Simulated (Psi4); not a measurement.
**SnH3O2 (SMILES [OH][SnH][OH]) at U-revPBE/def2-SVPD (core potential)**

What is the vertical doublet–quartet gap of SnH3O2 at U-revPBE/def2-SVPD (core potential)? The job is set up through a QCSchema input.

Program for the calculation: Psi4 1.11.

1 further run of the same task is left out (set aside as unsound or not needed).

## Step 1: Starting point

SnH3O2: 6 atoms, total charge 0, spin state doublet. SMILES: `[OH][SnH][OH]`. Geometry: relaxed at PBE0-D4/def2-TZVP. This is one conformer, not always the lowest.

Bond lengths: O1–Sn2 1.978 Å, Sn2–O3 1.963 Å, O1–H4 0.960 Å, Sn2–H5 1.748 Å, O3–H6 0.962 Å. Angles: O1–Sn2–O3 99.7°, O1–Sn2–H5 110.6°, O3–Sn2–H5 104.3°, Sn2–O1–H4 115.0°, Sn2–O3–H6 112.0°.

## Step 2: Energy and forces at U-revPBE/def2-SVPD (core potential)

Contents of h3o2sn.json:

```json
{
  "schema_name": "qcschema_input",
  "schema_version": 1,
  "molecule": {
    "schema_name": "qcschema_molecule",
    "schema_version": 2,
    "symbols": ["O", "Sn", "O", "H", "H", "H"],
    "geometry": [-2.35894512, -1.29389548, -0.44106208, 0.78801579, 0.57164215, -1.20866883, 2.67188377, -0.07237651, 1.92128455, -3.49977278, -1.48041145, -1.83983735, 0.24301878, 3.8287741, -1.17975602, 2.23497909, -1.67429735, 2.66092336],
    "molecular_charge": 0,
    "molecular_multiplicity": 2,
    "fix_symmetry": "c1",
    "fix_com": true,
    "fix_orientation": true
  },
  "driver": "gradient",
  "model": {
    "method": "revpbe",
    "basis": "def2-SVPD"
  },
  "keywords": {
    "reference": "uks",
    "puream": true,
    "e_convergence": 1e-09,
    "d_convergence": 1e-08,
    "scf_type": "pk",
    "dft_radial_points": 99,
    "dft_spherical_points": 590,
    "maxiter": 100,
    "scf_properties": ["MULLIKEN_CHARGES", "QUADRUPOLE", "WIBERG_LOWDIN_INDICES"]
  }
}
```

Launch:

```bash
$ psi4 --qcschema h3o2sn.json -n 1 --memory 2200MB
```

stdout:

```text
[...]
    !!!  WARNING: ECP capability is in beta. Please check occupations closely.  !!!
[...]
  Running in c1 symmetry.
[...]
  Nuclear repulsion =  136.297544404421785
[...]
  Multiplicity = 2
[...]
  Nalpha       = 21
  Nbeta        = 20
[...]
    Number of basis functions: 102
[...]
   @UKS iter   1:  -365.82594115305415   -7.86063e-01   1.17624e-02 DIIS/ADIIS
[...]
   @UKS iter  14:  -366.43988993195131   -3.97904e-12   6.63386e-09 DIIS
[...]
   @S^2 Observed:                7.527085445E-01
[...]
  @UKS Final Energy:  -366.43988993195131
   => Energetics <=
    Nuclear Repulsion Energy =            136.2975444044217852
    One-Electron Energy =                -856.8726317055051140
    Two-Electron Energy =                 390.4688090576481727
    DFT Exchange-Correlation Energy =     -36.3336116885160934
    Empirical Dispersion Energy =           0.0000000000000000
    VV10 Nonlocal Energy =                  0.0000000000000000
    Total Energy =                       -366.4398899319513134
[...]
 Multipole Moments:
 ------------------------------------------------------------------------------------
     Multipole            Electronic (a.u.)      Nuclear  (a.u.)        Total (a.u.)
 ------------------------------------------------------------------------------------
 L = 1.  Multiply by 2.5417464519 to convert [e a0] to [Debye]
 Dipole X            :        -19.0379437           18.8180817           -0.2198620
 Dipole Y            :         -2.4335866            2.3200167           -0.1135699
 Dipole Z            :         14.2504525          -15.1076045           -0.8571520
 Magnitude           :                                                    0.8921586
 L = 2.  Multiply by 1.3450342976 to convert [e a0^2] to [Debye ang]
 Quadrupole XX       :       -161.3342603          132.5925943          -28.7416660
 Quadrupole XY       :        -35.9671532           35.1505095           -0.8166437
[...]
  Mulliken Charges: (a.u.)
   Center  Symbol    Alpha    Beta     Spin     Total
       1     O     4.38368  4.29837  0.08531 -0.68205
       2    SN    10.77292 10.15025  0.62267  1.07684
       3     O     4.41121  4.32469  0.08652 -0.73591
       4     H     0.42413  0.43255 -0.00842  0.14332
       5     H     0.60322  0.38252  0.22069  0.01426
       6     H     0.40485  0.41162 -0.00677  0.18354
   Total alpha = 21.00000, Total beta = 20.00000, Total charge =  0.00000
  Wiberg Bond Indices using Orthogonal Lowdin Orbitals:
[...]
  -Total Gradient:
     Atom            X                  Y                   Z
    ------   -----------------  -----------------  -----------------
       1        0.014953963199     0.012011687087    -0.015102321764
       2       -0.010827702197    -0.011867607088     0.031699870463
       3       -0.016782067199    -0.006534018709    -0.019235290466
       4        0.009248730318     0.001912979771     0.009494900341
       5        0.001110966412    -0.007168258517    -0.000743601271
       6        0.002247706796     0.011674052625    -0.006180752769
[...]
```

The result, in JSON:

```text
{
 "driver": "gradient",
 "model": {
  "method": "revpbe",
  "basis": "def2-SVPD"
 },
 "success": true,
 "return_result": [0.01495396319865619, 0.01201168708676306, -0.015102321764159266, -0.010827702196593542, -0.01186760708770035, 0.031699870463001684, -0.01678206719882612, -0.006534018708613587, -0.019235290465502985, 0.009248730318188347, 0.0019129797709993152, 0.009494900341118384, 0.0011109664122745389, -0.00716825851714295, -0.0007436012710495075, 0.0022477067960273434, 0.011674052625399722, -0.006180752769318482],
 "properties": {
  "calcinfo_nbasis": 102,
  "calcinfo_nmo": 102,
  "calcinfo_nalpha": 21,
  "calcinfo_nbeta": 20,
  "calcinfo_natom": 6,
  "nuclear_repulsion_energy": 136.29754440442179,
  "return_energy": -366.4398899319513,
  "return_gradient": [0.01495396319865619, 0.01201168708676306, -0.015102321764159266, -0.010827702196593542, -0.01186760708770035, 0.031699870463001684, -0.01678206719882612, -0.006534018708613587, -0.019235290465502985, 0.009248730318188347, 0.0019129797709993152, 0.009494900341118384, 0.0011109664122745389, -0.00716825851714295, -0.0007436012710495075, 0.0022477067960273434, 0.011674052625399722, -0.006180752769318482],
  "scf_one_electron_energy": -856.8726317055051,
  "scf_two_electron_energy": 390.4688090576482,
  "scf_xc_energy": -36.33361168851609,
  "scf_dipole_moment": [-0.2198620490447034, -0.11356989717285693, -0.8571520168804092],
  "scf_total_energy": -366.4398899319513,
  "scf_total_gradient": [0.01495396319865619, 0.01201168708676306, -0.015102321764159266, -0.010827702196593542, -0.01186760708770035, 0.031699870463001684, -0.01678206719882612, -0.006534018708613587, -0.019235290465502985, 0.009248730318188347, 0.0019129797709993152, 0.009494900341118384, 0.0011109664122745389, -0.00716825851714295, -0.0007436012710495075, 0.0022477067960273434, 0.011674052625399722, -0.006180752769318482],
  "scf_iterations": 14
 }
}
```

Run time: 24 s. Hardware: 1 thread of Intel Xeon 6975P-C (Granite Rapids), shared host; peak memory 0.86 GiB.

## Step 3: The quartet, same level

Contents of input.json:

```json
{
 "schema_name": "qcschema_input",
 "schema_version": 1,
 "molecule": {
  "schema_name": "qcschema_molecule",
  "schema_version": 2,
  "symbols": ["O", "Sn", "O", "H", "H", "H"],
  "geometry": [-2.35894512, -1.29389548, -0.44106208, 0.78801579, 0.57164215, -1.20866883, 2.67188377, -0.07237651, 1.92128455, -3.49977278, -1.48041145, -1.83983735, 0.24301878, 3.8287741, -1.17975602, 2.23497909, -1.67429735, 2.66092336],
  "molecular_charge": 0,
  "molecular_multiplicity": 4,
  "fix_symmetry": "c1",
  "fix_com": true,
  "fix_orientation": true
 },
 "driver": "gradient",
 "model": {
  "method": "revpbe",
  "basis": "def2-SVPD"
 },
 "keywords": {
  "reference": "uks",
  "puream": true,
  "e_convergence": 1e-09,
  "d_convergence": 1e-08,
  "scf_type": "pk",
  "dft_radial_points": 99,
  "dft_spherical_points": 590,
  "maxiter": 100,
  "scf_properties": ["LOWDIN_CHARGES", "MULLIKEN_CHARGES", "WIBERG_LOWDIN_INDICES"]
 }
}
```

Launch:

```bash
$ psi4 --qcschema input.json -n 1 --memory 2200MB
```

stdout:

```text
[...]
    !!!  WARNING: ECP capability is in beta. Please check occupations closely.  !!!
[...]
  Running in c1 symmetry.
[...]
  Nuclear repulsion =  136.297544404421785
[...]
  Multiplicity = 4
[...]
  Nalpha       = 22
  Nbeta        = 19
[...]
    Number of basis functions: 102
[...]
   @UKS iter   1:  -365.64551072980970   -6.05633e-01   1.04976e-02 DIIS/ADIIS
[...]
   @UKS iter  25:  -366.21889944820333   -8.52651e-13   2.23029e-09 DIIS
[...]
   @S^2 Observed:                3.755509961E+00
[...]
  @UKS Final Energy:  -366.21889944820333
   => Energetics <=
    Nuclear Repulsion Energy =            136.2975444044217852
    One-Electron Energy =                -855.2951740408375372
    Two-Electron Energy =                 389.0295962808493186
    DFT Exchange-Correlation Energy =     -36.2508660926369402
    Empirical Dispersion Energy =           0.0000000000000000
    VV10 Nonlocal Energy =                  0.0000000000000000
    Total Energy =                       -366.2188994482033308
[...]
 Multipole Moments:
 ------------------------------------------------------------------------------------
     Multipole            Electronic (a.u.)      Nuclear  (a.u.)        Total (a.u.)
 ------------------------------------------------------------------------------------
 L = 1.  Multiply by 2.5417464519 to convert [e a0] to [Debye]
 Dipole X            :        -18.8792477           18.8180817           -0.0611660
 Dipole Y            :         -2.8769600            2.3200167           -0.5569433
 Dipole Z            :         15.4870189          -15.1076045            0.3794143
 Magnitude           :                                                    0.6766700
[...]
  Mulliken Charges: (a.u.)
   Center  Symbol    Alpha    Beta     Spin     Total
       1     O     4.69892  3.86391  0.83501 -0.56284
       2    SN    11.49874  9.91807  1.58066  0.58319
       3     O     4.45512  4.12654  0.32858 -0.58165
       4     H     0.30749  0.39144 -0.08395  0.30107
       5     H     0.64538  0.30044  0.34493  0.05418
       6     H     0.39436  0.39959 -0.00523  0.20605
   Total alpha = 22.00000, Total beta = 19.00000, Total charge =  0.00000
  Lowdin Charges: (a.u.)
   Center  Symbol    Alpha    Beta     Spin     Total
[...]
  -Total Gradient:
     Atom            X                  Y                   Z
    ------   -----------------  -----------------  -----------------
       1        0.037140798287     0.039682448577    -0.064299804006
       2       -0.041444900824    -0.048796716736     0.091399774848
       3       -0.019983644501    -0.001182053841    -0.046602284352
       4        0.023592697956     0.002422531229     0.034141588170
       5        0.000193509139    -0.010457833634    -0.003080387525
       6        0.000452645540     0.018358638425    -0.011624813089
[...]
```

The result, in JSON:

```text
{
 "driver": "gradient",
 "model": {
  "method": "revpbe",
  "basis": "def2-SVPD"
 },
 "success": true,
 "return_result": [0.037140798287449234, 0.0396824485772788, -0.06429980400586732, -0.04144490082424218, -0.048796716736269855, 0.0913997748480114, -0.019983644501226194, -0.0011820538414810122, -0.04660228435241581, 0.02359269795640434, 0.002422531228634582, 0.034141588170028825, 0.00019350913929224237, -0.01045783363383429, -0.00308038752453404, 0.0004526455404264551, 0.018358638424760487, -0.011624813089066682],
 "properties": {
  "calcinfo_nbasis": 102,
  "calcinfo_nmo": 102,
  "calcinfo_nalpha": 22,
  "calcinfo_nbeta": 19,
  "calcinfo_natom": 6,
  "nuclear_repulsion_energy": 136.29754440442179,
  "return_energy": -366.21889944820333,
  "return_gradient": [0.037140798287449234, 0.0396824485772788, -0.06429980400586732, -0.04144490082424218, -0.048796716736269855, 0.0913997748480114, -0.019983644501226194, -0.0011820538414810122, -0.04660228435241581, 0.02359269795640434, 0.002422531228634582, 0.034141588170028825, 0.00019350913929224237, -0.01045783363383429, -0.00308038752453404, 0.0004526455404264551, 0.018358638424760487, -0.011624813089066682],
  "scf_one_electron_energy": -855.2951740408375,
  "scf_two_electron_energy": 389.0295962808493,
  "scf_xc_energy": -36.25086609263694,
  "scf_dipole_moment": [-0.0611660260053668, -0.5569432759917774, 0.37941434297141363],
  "scf_total_energy": -366.21889944820333,
  "scf_total_gradient": [0.037140798287449234, 0.0396824485772788, -0.06429980400586732, -0.04144490082424218, -0.048796716736269855, 0.0913997748480114, -0.019983644501226194, -0.0011820538414810122, -0.04660228435241581, 0.02359269795640434, 0.002422531228634582, 0.034141588170028825, 0.00019350913929224237, -0.01045783363383429, -0.00308038752453404, 0.0004526455404264551, 0.018358638424760487, -0.011624813089066682],
  "scf_iterations": 25
 }
}
```

Run time: 37 s. Hardware: 1 thread of Intel Xeon 6975P-C (Granite Rapids), shared host; peak memory 0.86 GiB.

## Step 4: Summary of results

At U-revPBE/def2-SVPD (core potential):

```
                                        quantity          value
                           doublet: total energy  -366.43989 Eh
                          doublet: dipole moment         2.27 D
     doublet: HOMO energy (highest over α and β)       -5.29 eV
      doublet: LUMO energy (lowest over α and β)       -4.23 eV
                                   doublet: ⟨S²⟩          0.753
               doublet: largest force on an atom     1.827 eV/Å
                           quartet: total energy  -366.21890 Eh
                          quartet: dipole moment         1.72 D
     quartet: HOMO energy (highest over α and β)       -2.02 eV
                                   quartet: ⟨S²⟩          3.756
               quartet: largest force on an atom     5.738 eV/Å
vertical energy of the quartet above the doublet       6.013 eV
```

What this shows: At this shape the quartet lies 6.01 eV (139 kcal/mol) above the doublet. The largest force (doublet) is 1.83 eV/Å: the shape isn't a stationary point for this species at this level. Mulliken charges (doublet) run from -0.74 on O3 to +1.08 on Sn2; in a basis this large or diffuse they mean little.
